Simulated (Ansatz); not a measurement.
# BTeH2 radical: single points off equilibrium

The task here is to estimate one member of a computed series from the others.

The runs use Ansatz 0.2.0, Gaussian basis; single points in def2-TZVPP.

Correlated methods freeze the cores. Filled d shells of the heavier atoms are correlated. Core potentials replace the inner electrons past krypton, and spin-orbit coupling is left out. Orbitals are unrestricted.

## The system as given

SMILES `[BH][TeH]`, 4 atoms, charge 0, spin multiplicity 2.

Atoms are counted from 1 here; the program's logs count them from 0.

Bond lengths: B1–Te2 2.049 Å, B1–H3 0.960 Å, Te2–H4 1.670 Å. Angles: Te2–B1–H3 124.0°, B1–Te2–H4 102.3°.

Geometry (Å):

```xyz
4
BH2Te
B    -0.1261   -0.8335    0.3643
Te    0.2746    1.1165   -0.1220
H     0.5180   -1.4361    0.7438
H    -0.8036    1.4012   -1.3648
```

The first run:

The input, run/in.yaml:

```yaml
crystal:
  periodic: [false, false, false]
  atoms:
    - {symbol: B, position_ang: [-0.126100, -0.833500, 0.364300]}
    - {symbol: Te, position_ang: [0.274600, 1.116500, -0.122000]}
    - {symbol: H, position_ang: [0.518000, -1.436100, 0.743800]}
    - {symbol: H, position_ang: [-0.803600, 1.401200, -1.364800]}
basis:
  gaussian: {orbitals: def2-TZVPP}
magnetization: {spin_polarized: true, initial_magnetization: 1}
correlation: {method: ccsd_t}
scf: {omitted_lower_state_checks: [cluster_reference]}
output: {forces: true}
```

No record of the launch command was kept for these runs.

Steps of the session up to this table: CCSD(T)/def2-TZVPP; PBE0-D4/def2-TZVPP; wB97M-V/def2-TZVPP; r2SCAN-D4/def2-TZVPP; PBE-D4/def2-TZVPP; revPBE-D4/def2-TZVPP; HSE06-D4/def2-TZVPP.

One table of the session follows, with a row left open; its other results are not shown here.

```
   method  RMS force component (eV/Å)  angle to CCSD(T) forces (°)  dipole (D)
  CCSD(T)                       4.173                    reference        0.75
  PBE0-D4                       4.190                          1.1        0.69
  wB97M-V                       4.079                          0.8        0.61
r2SCAN-D4                       4.158                          1.4        0.68
   PBE-D4                       4.198                          2.7        0.89
revPBE-D4                           ?                            ?           ?
 HSE06-D4                       4.191                          1.1        0.69
```

**Question.** Estimate the row for revPBE-D4.

As computed: RMS force component (eV/Å): 4.205; angle to CCSD(T) forces (°): 2.8; dipole (D): 0.86. In the column «RMS force component (eV/Å)» it is the highest.
